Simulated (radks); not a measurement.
**Re in [Xe] 4f14 5d5 6s2: an all-electron calculation**

One table from this session's results is given with a row withheld; the runs are named, their logs left out.

Method: scalar-relativistic Kohn-Sham, r2SCAN, spin-unpolarised, spherical densities, finite nucleus. Code: radks (a radial shooting solver on a logarithmic mesh, Libxc functionals) version 1.

## What is computed

- element: rhenium (Z = 75)
- charge: 0
- electrons: 75
- configuration: [Xe] 4f14 5d5 6s2
- nuclear rms radius: 5.3698 fm

The outer shells:

Re
```
[Xe] core
4f [↑↓][↑↓][↑↓][↑↓][↑↓][↑↓][↑↓]
5d [↑ ][↑ ][↑ ][↑ ][↑ ]
6s [↑↓]
```

Set-up of the first run:

The run's settings:

```text
Z 75
configuration [Xe] 4f14 5d5 6s2
relativity scalar-relativistic
functional r2scan,r2scan
spin unpolarised
nucleus finite rms 5.3698 fm
c 137.035999084
```

On the command line:

```
$ python run_ks.py task.json out
```

All runs below come from this command, one after another.

One table of the session follows, with a row left open; its other results are not shown here.

It belongs to the step «Orbitals and density». From the orbitals of this run (lengths in bohr):

| level | <r> | outermost maximum (interpolated) | 90 % within | nodes |
| --- | --- | --- | --- | --- |
| 1s | 0.01804 | 0.0112 | 0.0329 | 0 |
| 2s | 0.07620 | 0.0645 | 0.118 | 1 |
| 2p | 0.06835 | 0.0530 | 0.111 | 0 |
| 3s | 0.1972 | 0.182 | 0.289 | 2 |
| 3p | 0.1977 | 0.180 | 0.296 | 1 |
| 3d | 0.1793 | 0.147 | 0.278 | 0 |
| 4s | 0.4406 | 0.413 | 0.632 | 3 |
| 4p | 0.4683 | 0.433 | 0.680 | 2 |
| 4d | 0.5000 | 0.443 | 0.748 | 1 |
| 5s | 1.039 | 0.939 | 1.49 | 4 |
| 5p | 1.209 | 1.06 | 1.76 | 3 |
| 4f | 0.5801 | 0.418 | 0.953 | 0 |
| 6s | ? | ? | ? | ? |
| 5d | 1.922 | 1.41 | 3.09 | 2 |

**Question.** Estimate the row for 6s.

As computed: <r>: 3.067; outermost maximum (interpolated): 2.58; 90 % within: 4.55; nodes: 5. In the column «<r>» it is the highest.

Limits of these values: Spin polarisation and multiplet splitting are left out.
